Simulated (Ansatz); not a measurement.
## Sb, space group R-3m: a scan of one input key, step by step

With the Ansatz DFT code, driven from Python.

The cells in order, each with its output:

In [1]:
```python
from dataclasses import dataclass
import warnings

import ansatz as az
from tabulate import tabulate
```

In [2]:
```python
@dataclass(frozen=True)
class Options:
    xc: str = "r2scan"
    kmesh: tuple[int, ...] = (8, 8, 8)
    filling: str = "methfessel_paxton"
    smearing_width: float = 0.1
```

In [3]:
```python
cfg = Options()
```

In [4]:
```python
warnings.simplefilter("ignore", az.DeckWarning)
```

In [5]:
```python
system = (
    az.Lattice.of((2.1542, 1.24373, 3.758), (-2.1542, 1.24373, 3.758), (0.0, -2.48746, 3.758))
    .atom("Sb", (0.23349, 0.23349, 0.23349))
    .atom("Sb", (0.76651, 0.76651, 0.76651))
)
```

In [6]:
```python
[site.symbol for site in system.resolved().sites]
```
Out [6]:
```text
['Sb', 'Sb']
```

In [7]:
```python
job = system.calculation()
job = job.functional(cfg.xc).pseudopotentials("paw")
job = job.kpoints(mesh=cfg.kmesh)
job = job.occupations(cfg.filling, width=cfg.smearing_width).band_table()
typed = job.input()
rows = []
for value in [1, 2, 3]:
    edited = typed.set(az.key.basis.xc_grid, value)
    rep = az.Session.from_dict(edited).plan().execute().report
    rows.append((value, rep["free_energy_ev"], rep["n_iterations"], len(rep["eigenvalues_ev"][0]) if "eigenvalues_ev" in rep else 0))
print(tabulate(rows, headers=["xc grid", "F eV", "iterations", "bands listed"], floatfmt=".4f", tablefmt="github"))
print(edited.to_yaml())
```
```text
|   xc grid |        F eV |   iterations |   bands listed |
|-----------|-------------|--------------|----------------|
|         1 | -12998.2428 |            7 |             19 |
|         2 | -12998.2428 |            7 |             19 |
|         3 | -12998.2428 |            7 |             19 |
crystal:
  lattice:
    - [2.1542, 1.24373, 3.758]
    - [-2.1542, 1.24373, 3.758]
    - [0.0, -2.48746, 3.758]
  atoms:
    - { symbol: Sb, position: [0.23349, 0.23349, 0.23349] }
    - { symbol: Sb, position: [0.76651, 0.76651, 0.76651] }
kpoints:
  mp_grid:
    grid: [8, 8, 8]
hamiltonian:
  xc: r2scan
  pseudopotentials:
    kind: paw
scf:
  occupations:
    method: methfessel_paxton
    width: 0.1
output:
  eigenvalues: true
basis:
  xc_grid: 3
```

What to keep in mind:
- Absolute energies stand on the zero of these potentials, so only differences at equal settings mean something. A total without «per atom» is that of the whole cell that was run.
- For a metal this k-point mesh is coarse: on a finer one energies can move by several to tens of meV an atom and pressures by half a GPa or more, differences at one mesh by less.
- Hardware and time: 27 s on 1 thread of Arm Neoverse V2, on a shared host, peak memory 0.48 GiB.
